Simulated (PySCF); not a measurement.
Molecule: FGeClH2, in a box.

```
F Ge Cl H
1.0
    12.00000    0.00000    0.00000
     0.00000   12.00000    0.00000
     0.00000    0.00000   12.00000
F Ge Cl H
1 1 1 2
Direct
  0.47740 0.46486 0.60517
  0.50923 0.49976 0.46899
  0.38171 0.61093 0.41454
  0.50320 0.39257 0.40050
  0.62046 0.56171 0.47126
```

Base run:

```yaml
Program: PySCF 2.14.0
Functional: SCAN0
Potentials_or_basis: 6-31g* (all-electron)
k_mesh: 1 × 1 × 1
Occupations: fixed
Spin: no spin polarisation
```

Its results: gap between the frontier levels 9.45 eV.

Question: The run is repeated on the same cell with these changes: functional from SCAN0 to HSE03. What comes out?

Answer: Gap between the frontier levels 8.23 eV.

Caveats: this is a molecule in a periodic box at the Γ point, so its band gap is the HOMO-LUMO gap; relativity is left out, which matters for the heavier elements; the basis of atomic orbitals isn't converged, which shifts pressures, moduli and gaps; this program's HSE differs a little from the usual definition (some runs).

